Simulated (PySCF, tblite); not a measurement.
# C4H9OSi radical: geometry, infrared bands and EPR parameters

Wanted: the infrared bands and EPR parameters of C4H9OSi radical (`C/C=[C]/CO[SiH3]`), by calculation.

Computed with tblite 0.8.0 and PySCF 2.14.0, with density-fitted response routines of our own, on a single molecule in the gas phase. Atoms count from 0, in the outputs and in this text.

### Step 1. Starting geometry

15 atoms, charge 0, multiplicity 2; geometry from: force field or distance geometry start.

Bonds of the start (Å): C0–C1 1.51, C1–C2 1.30, C2–C3 1.47, C3–O4 1.41, O4–Si5 1.66, C0–H6 1.09, C0–H7 1.10, C0–H8 1.09, C1–H9 1.08, C3–H10 1.11, C3–H11 1.10, Si5–H12 1.48, Si5–H13 1.48, Si5–H14 1.47.

### Step 2. Relaxing the molecule with GFN2-xTB

What the job is given:

```
{"job": {"kind": "relax", "xc": "GFN2-xTB", "basis": "xTB"}, "charge": 0, "multiplicity": 2}
C      3.107400     0.576300     0.172800
C      1.681300     1.058500     0.103600
C      0.649000     0.277600     0.050100
C     -0.549900    -0.571200    -0.037100
O     -1.704300     0.245600    -0.061900
Si    -3.190500    -0.495300    -0.159400
H      3.662400     0.973600    -0.682900
H      3.580700     0.940700     1.096500
H      3.167900    -0.516800     0.156800
H      1.524000     2.127900     0.130900
H     -0.579700    -1.236100     0.849500
H     -0.492700    -1.202800    -0.929800
H     -4.266400     0.526000    -0.179800
H     -3.352300    -1.376100     1.021400
H     -3.241300    -1.319900    -1.380000
```

The run is started by

```
OMP_NUM_THREADS=1 python probes_run.py task.json out
```

The driver reads the jobs from task.json and runs them one after another.

Log:

```text
step      E/eV     max force
  0    -513.43544    1.645
  1    -513.51285    0.639
  2    -513.53253    0.353
  3    -513.54078    0.412
  4    -513.54817    0.291
  5    -513.55289    0.261
  6    -513.55986    0.214
  7    -513.56557    0.320
  8    -513.57139    0.261
  9    -513.57489    0.130
 10    -513.57781    0.144
 11    -513.58094    0.177
 12    -513.58436    0.200
 13    -513.58671    0.130
 14    -513.58801    0.107
 15    -513.58904    0.124
 16    -513.59032    0.181
 17    -513.59178    0.177
 18    -513.59330    0.112
 19    -513.59494    0.115
 20    -513.59681    0.116
 21    -513.59864    0.147
 22    -513.60008    0.110
 23    -513.60103    0.092
 24    -513.60174    0.083
 25    -513.60248    0.089
 26    -513.60314    0.082
 27    -513.60353    0.041
 28    -513.60373    0.030
 29    -513.60384    0.025
 30    -513.60392    0.023
 31    -513.60399    0.022
 32    -513.60408    0.027
 33    -513.60421    0.037
 34    -513.60438    0.046
 35    -513.60460    0.048
 36    -513.60490    0.055
 37    -513.60539    0.076
 38    -513.60631    0.135
 39    -513.60827    0.215
 40    -513.61171    0.339
 41    -513.61695    0.312
 42    -513.63417    0.298
 43    -513.62010    0.824
 44    -513.64612    0.228
 45    -513.65219    0.213
 46    -513.66092    0.160
 47    -513.66849    0.141
 48    -513.67063    0.126
 49    -513.67485    0.121
 50    -513.67851    0.151
 51    -513.68233    0.130
 52    -513.68549    0.133
 53    -513.68824    0.139
 54    -513.69173    0.156
 55    -513.69701    0.165
 56    -513.70057    0.149
 57    -513.70367    0.126
 58    -513.70660    0.125
 59    -513.70985    0.173
 60    -513.71271    0.152
 61    -513.71434    0.093
 62    -513.71506    0.065
 63    -513.71555    0.060
 64    -513.71581    0.043
 65    -513.71597    0.023
 66    -513.71604    0.017
 67    -513.71607    0.010
```

It took 0.31 s on 1 thread of Arm Neoverse V2, shared host.

The steps of the relaxation: (not every step is listed)

| step | energy from step 0 (eV) | largest force (eV/Å) |
| --- | --- | --- |
| 0 | 0.0000 | 1.6454 |
| 1 | -0.0774 | 0.6386 |
| 2 | -0.0971 | 0.3535 |
| 3 | -0.1053 | 0.4123 |
| 4 | -0.1127 | 0.2907 |
| 5 | -0.1175 | 0.2614 |
| 6 | -0.1244 | 0.2142 |
| 7 | -0.1301 | 0.3197 |
| 8 | -0.1359 | 0.2612 |
| 13 | -0.1513 | 0.1300 |
| 18 | -0.1579 | 0.1123 |
| 23 | -0.1656 | 0.0920 |
| 28 | -0.1683 | 0.0303 |
| 33 | -0.1688 | 0.0373 |
| 38 | -0.1709 | 0.1355 |
| 43 | -0.1847 | 0.8241 |
| 48 | -0.2352 | 0.1256 |
| 53 | -0.2528 | 0.1391 |
| 58 | -0.2712 | 0.1247 |
| 62 | -0.2796 | 0.0654 |
| 63 | -0.2801 | 0.0599 |
| 64 | -0.2804 | 0.0434 |
| 65 | -0.2805 | 0.0227 |
| 66 | -0.2806 | 0.0171 |
| 67 | -0.2806 | 0.0097 |

Close pairs (by a distance rule), those that changed most:

```csv
bond,before (Å),after (Å),change (Å)
O4–Si5,1.663,1.617,-0.047
Si5–H12,1.484,1.453,-0.031
C2–C3,1.472,1.454,-0.017
C1–H9,1.081,1.097,+0.015
Si5–H13,1.482,1.467,-0.015
C0–H7,1.100,1.089,-0.011
C3–H10,1.109,1.099,-0.010
C0–H8,1.095,1.086,-0.009
```

The final coordinates are the input of the step that follows.

### Step 3. Vibrational analysis with GFN2-xTB

What the job is given:

```
{"job": {"kind": "ir", "xc": "GFN2-xTB", "basis": "xTB"}, "charge": 0, "multiplicity": 2}
C      2.996981     0.864616     0.173114
C      1.509058     0.679946     0.098971
C      0.888072    -0.453901     0.046561
C     -0.433406    -1.056078    -0.033006
O     -1.436968    -0.057200    -0.057173
Si    -3.042770    -0.225549    -0.141674
H      3.342259     1.449176    -0.678662
H      3.260258     1.405627     1.081124
H      3.504399    -0.095830     0.172724
H      0.951520     1.624279     0.091880
H     -0.599852    -1.713517     0.831576
H     -0.512065    -1.668392    -0.942215
H     -3.429079     1.175094    -0.133423
H     -3.560741    -0.983994     1.002213
H     -3.442081    -0.936290    -1.361268
```

Log:

```text
mode    cm-1     km/mol
  1      23.2      0.64
  2      51.0      2.83
  3      74.1      1.25
  4     147.9      0.04
  5     157.3      0.87
  6     194.4      4.51
  7     242.6      8.12
  8     282.5      2.22
  9     552.4      2.72
 10     599.6     69.55
 11     611.5     56.27
 12     672.5     12.73
 13     746.2    226.67
 14     791.5    212.31
 15     815.4    149.72
 16     841.4    353.79
 17     882.2      0.05
 18     949.1      0.24
 19    1034.6      2.05
 20    1035.3    107.70
 21    1057.8    207.97
 22    1111.8     11.61
 23    1207.2      6.54
 24    1220.0      1.16
 25    1312.7     14.46
 26    1389.8      0.54
 27    1445.3      0.08
 28    1477.3      5.16
 29    1481.6      4.74
 30    1832.0      8.13
 31    2206.4    416.89
 32    2241.3    211.50
 33    2348.0    235.46
 34    2819.8     10.97
 35    2852.2     40.63
 36    2883.0     50.82
 37    3004.0     28.39
 38    3016.4     32.20
 39    3052.9     24.50
```

Run time: 0.33 s. Hardware: 1 thread of Arm Neoverse V2, shared host.

The strongest bands and the atoms that carry them (share of the mass-weighted mode):

```
cm⁻¹  km/mol                                  atoms
 746   226.7           H12 60 %, H13 17 %, H14 17 %
 792   212.3  H14 25 %, H13 25 %, O4 17 %, H12 14 %
 815   149.7   C3 20 %, O4 19 %, Si5 17 %, H14 13 %
 841   353.8           H13 40 %, H14 40 %, Si5 10 %
1058   208.0                       O4 49 %, C3 16 %
2206   416.9                     H13 48 %, H14 48 %
2241   211.5                     H14 49 %, H13 49 %
2348   235.5                               H12 97 %
```

### Step 4. EPR parameters: B3LYP/pcH-1

The job, as its differences from that of step 3:

```diff
@@ -1,2 +1,2 @@
-{"job": {"kind": "ir", "xc": "GFN2-xTB", "basis": "xTB"}, "charge": 0, "multiplicity": 2}
+{"job": {"kind": "epr", "basis": "pcH-1"}, "charge": 0, "multiplicity": 2}
 C      2.996981     0.864616     0.173114
```

Level: UKS B3LYP, pcH-1 on C H O Si, non-relativistic, mean-field spin-orbit, GIAO.

Log:

```text
UKS, coarse grid
  cycle   1  E = -522.39131283  |g| = 5.64e-01
  cycle   2  E = -522.16052499  |g| = 9.63e-01
  cycle   3  E = -522.50453283  |g| = 9.74e-02
  cycle   4  E = -522.50790675  |g| = 3.94e-02
  cycle   5  E = -522.50873144  |g| = 7.04e-03
  cycle   6  E = -522.50876656  |g| = 4.29e-03
  cycle   7  E = -522.50878075  |g| = 2.38e-03
  cycle   8  E = -522.50879025  |g| = 8.24e-04
UKS, final grid
  cycle   1  E = -522.50875614  |g| = 8.96e-04
  cycle   2  E = -522.50875601  |g| = 1.40e-03
  cycle   3  E = -522.50875702  |g| = 2.54e-04
  cycle   4  E = -522.50875715  |g| = 2.04e-04
  cycle   5  E = -522.50875724  |g| = 7.16e-05
  cycle   6  E = -522.50875725  |g| = 1.31e-05
E = -522.50875725 Eh   <S^2> = 0.7583 (exact 0.7500)
g shifts (ppm)      1          2          3
  rmc          -162       -162       -162
  gc             33          7         22
  oz_so        -457        -42        505
  total        -586       -197        366
hyperfine (MHz)  atom isotope    a_iso     a_fc   dipolar eigenvalues
    0   13C      62.36      62.37     -4.73     -4.15      8.88
    1   13C     -11.63     -11.63    -17.94      2.24     15.70
    2   13C     249.62     249.73    -81.12    -60.91    142.02
    3   13C      62.05      62.05     -3.96     -3.10      7.06
    4   17O     -71.40     -71.38    -13.98      6.71      7.27
    5  29Si     -12.43     -12.46     -5.02      2.47      2.55
    6    1H      -8.72      -8.72     -2.74     -2.35      5.08
    7    1H      -8.75      -8.75     -2.74     -2.34      5.08
    8    1H      -4.15      -4.15     -5.95     -2.29      8.24
    9    1H     168.25     168.26     -5.03     -1.77      6.81
   10    1H      12.47      12.47     -7.64     -4.50     12.14
   11    1H      12.30      12.30     -7.64     -4.50     12.14
   12    1H       2.86       2.86     -1.06     -0.67      1.72
   13    1H      -0.02      -0.02     -0.99     -0.69      1.68
   14    1H      -0.03      -0.03     -0.99     -0.69      1.68
```

Wall time 61 s (1 thread of Arm Neoverse V2, shared host); peak memory 0.93 GiB.

Principal g values 2.00173, 2.00212, 2.00268; g(iso) = 2.00218, against 2.00232 for a free electron.

Hyperfine couplings; where a row names several nuclei, a(iso) is their mean (it holds for fast rotation or exchange) and the dipolar term the largest among them:

```csv
nuclei,isotope,a(iso) (MHz),"a(iso) (G, at g = 2.0023)",largest dipolar term (MHz)
C2,13C,249.6,89.1,142.0
H9,1H,168.3,60.0,6.8
O4,17O,-71.4,-25.5,-14.0
C0,13C,62.4,22.3,8.9
C3,13C,62.0,22.1,7.1
Si5,29Si,-12.4,-4.4,-5.0
"H10, H11",1H,12.4,4.4,12.1
C1,13C,-11.6,-4.1,-17.9
"H6, H7, H8",1H,-7.2,-2.6,8.2
"H12, H13, H14",1H,0.9,0.3,1.7
```

Mulliken spin populations:

C0 0.04; C1 -0.16; C2 1.00; C3 -0.03; O4 0.03; Si5 0.01; H6 0.00; H7 0.00; H8 0.01; H9 0.09; H10 0.00; H11 0.00; H12 0.00; H13 0.00; H14 0.00

In first order the couplings over 0.8 MHz of 1H give 96 distinct lines over 77.6 G, if the averaged nuclei exchange fast.

Orbitals, density, ELF and potential are computed afterwards from the orbital file.

ELF in a plane through or near 9 of the atoms.

Ten even steps from ' ' (0.00) to '@' (1.00):
```
                                                        
                                                        
                                      ==**==..          
                                    **@@@@@@%%--        
                  ..==++--          %%@@@@@@@@##..      
                  ==@@@@@@::        ++@@@@@@@@%%..      
          ....    ##@@@@@@--  ::::  ..@@@@@@@@==        
        ..--==--..**@@@@@@....**##++::----++++..        
        ::++**==**++++##==  ::%%%%##**==##::....        
        ::==::==##--%%++++::  ##==--%%--**--::..        
        ::**##==**++####..******%%####::..----..        
      ..**@@@@@@++..**--%%##======--......--::..        
      ::%%@@@@@@++  ##%%**%%--..==--      ..            
      ..##@@@@@@::..##@@%%==--****--                    
          ==**::  ..**##++  ..::::..                    
                    --==..                              
                                                        
                                                        
                                                        
                                                        
```
The map spans 12.5 Å across and 9.1 Å up, centred on the molecule. Atoms in the plane (x, y in Å): C0 (-3.1, 0.1), C1 (-1.6, 0.3), C2 (-0.8, -0.6), C3 (0.7, -0.9), O4 (1.4, 0.3), Si5 (3.0, 0.5), H8 (-3.4, -0.9), H9 (-1.3, 1.4), H12 (3.1, 1.9).

log10 of the density (e/Å³) in the same plane.

Ten even steps from '0' (-4.0) to '9' (2.0):
```
0000000000000000000000000000
0000000000000000000111000000
0000000000000000012222211000
0000000001111100122343321000
0000111122332211123454432100
0001222234444322234566432100
0012344445665434445666543100
0013455556665445565666543100
0023456666765456776797543210
0123567877976556887797543210
0023466766677666776555543210
0013467655679778665455443210
0013456654566677654444332100
0012345444455566654333221000
0001233323344445443211110000
0000111112233333332100000000
0000000001112222221000000000
0000000000000011110000000000
0000000000000000000000000000
0000000000000000000000000000
```
The map spans 12.5 Å across and 9.1 Å up, centred on the molecule. Atoms in the plane (x, y in Å): C0 (-3.1, 0.1), C1 (-1.6, 0.3), C2 (-0.8, -0.6), C3 (0.7, -0.9), O4 (1.4, 0.3), Si5 (3.0, 0.5), H8 (-3.4, -0.9), H9 (-1.3, 1.4), H12 (3.1, 1.9).

On the surface of density 0.002 e/bohr³ the electrostatic potential runs, from the 1st to the 99th percentile, from -1.10 V near O4 to 1.34 V near H14.

The spin density lies nearest to C2 71 %; C1 7 % (beta excess); H9 7 %.

### Step 5. Summary of results

```
                                 quantity                  value
strongest single infrared mode (GFN2-xTB)  2206 cm⁻¹, 417 km/mol
             zero-point energy (GFN2-xTB)          69.6 kcal/mol
                           g(iso) (B3LYP)                2.00218
                                     ⟨S²⟩     0.758 (exact 0.75)
       largest a(iso) (averaged by class)   13C on C2, 249.6 MHz
    surface potential, 1st and 99th percentile     -1.10 V and 1.34 V
```

What this shows: Over 67 steps the energy fell by 0.281 eV; of the close pairs, O4–Si5 changed most, 1.663 to 1.617 Å. All 39 modes are real, so the xTB geometry is a minimum. The strongest single mode, at 2206 cm⁻¹, moves mainly H13 and H14. GFN2-xTB is a fitted tight-binding method: band positions and strengths are rough. Its intensities can rank the bands wrongly. Most of the unpaired spin sits on C2 (1.00 e). The isotropic g lies 0.1 ppt below the free-electron value.
